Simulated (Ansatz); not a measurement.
## Co in Ansatz: the effect of functional

Co, a sheet with vacuum:

```
Co
1.0
     2.34715    0.00000    0.00000
    -1.17358    2.03269    0.00000
     0.00000    0.00000   23.80000
Co
1
Direct
  0.00000 0.00000 0.29412
```

The cell was built by a generator and needn't be a form met in nature.

Alike in all runs:

```yaml
Program: Ansatz 0.2.0
Task: work function
Potentials_or_basis: all-electron LAPW, scalar-relativistic
Cutoff: 327 eV (chosen from the basis error)
Basis_error_allowed: 0.002 eV/atom
k_mesh: 13 × 13 × 1
Occupations: fermi-dirac, width 0.05 eV
Spin: collinear spin, ferromagnetic start
Starting_moments: "[2.0] μB"
```

```csv
functional,moment (μB),work function (eV)
PBE,1.72,5.19
LDA,1.70,5.55
PBEsol,?,?
```

Q: What does the run with functional PBEsol give?

A: Moment 1.72 μB; work function 5.32 eV.
